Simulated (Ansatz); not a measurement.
# CH3NOSi: the cost of one run

All numbers below are computed with Ansatz 0.2.0 (RKS B3LYP/cc-pVDZ).

1 further run of the same task is left out (it didn't finish).

## (1) Starting point

Bond lengths: N1–C2 1.240 Å, C2–O3 1.338 Å, C2–Si4 1.844 Å, O3–Si4 1.736 Å, N1–H5 1.014 Å, Si4–H6 1.446 Å, Si4–H7 1.446 Å. Angles: N1–C2–O3 131.6°, N1–C2–Si4 164.5°, O3–C2–Si4 63.8°, C2–N1–H5 116.5°, C2–O3–Si4 72.4°, C2–Si4–O3 43.8°, C2–Si4–H6 118.5°, C2–Si4–H7 118.6°, O3–Si4–H6 108.9°, O3–Si4–H7 108.9°, H6–Si4–H7 122.8°.

As a file:

```xyz
7

N    -1.0778   -1.5319   -0.4132
C    -0.2968   -0.6364   -0.0579
O     0.7686   -0.6552    0.7513
Si    0.5733    0.9720    0.1782
H    -1.8219   -1.2596   -1.0452
H     0.1775    1.8150    1.2843
H     1.6771    1.2961   -0.6975
```

## (2) End point A

input.yaml reads:

```yaml
crystal:
  periodic: [false, false, false]
  atoms:
    - { symbol: "N", position_ang: [-1.07779, -1.53191, -0.41321] }
    - { symbol: C, position_ang: [-0.29678, -0.63637, -0.05794] }
    - { symbol: O, position_ang: [0.76856, -0.65524, 0.75135] }
    - { symbol: Si, position_ang: [0.5733, 0.97203, 0.17818] }
    - { symbol: H, position_ang: [-1.82191, -1.25961, -1.04523] }
    - { symbol: H, position_ang: [0.17754, 1.81496, 1.2843] }
    - { symbol: H, position_ang: [1.67708, 1.29614, -0.69745] }
basis:
  gaussian: { orbitals: cc-pVDZ }
hamiltonian:
  xc: b3lyp
relax:
  f_tol: 0.015
  max_steps: 40
output:
  orbitals: {}
```

Command:

```console
$ ansatz run input.yaml --threads 1 --pin off --max-ram 2048MiB --backend cpu --events-out ev --progress --plain --runs-dir out
```

**Question.** How long does this run take on 1 thread of Arm Neoverse V2, shared host, and how much memory does it need?

About 21 s, with a peak of 0.14 GiB.
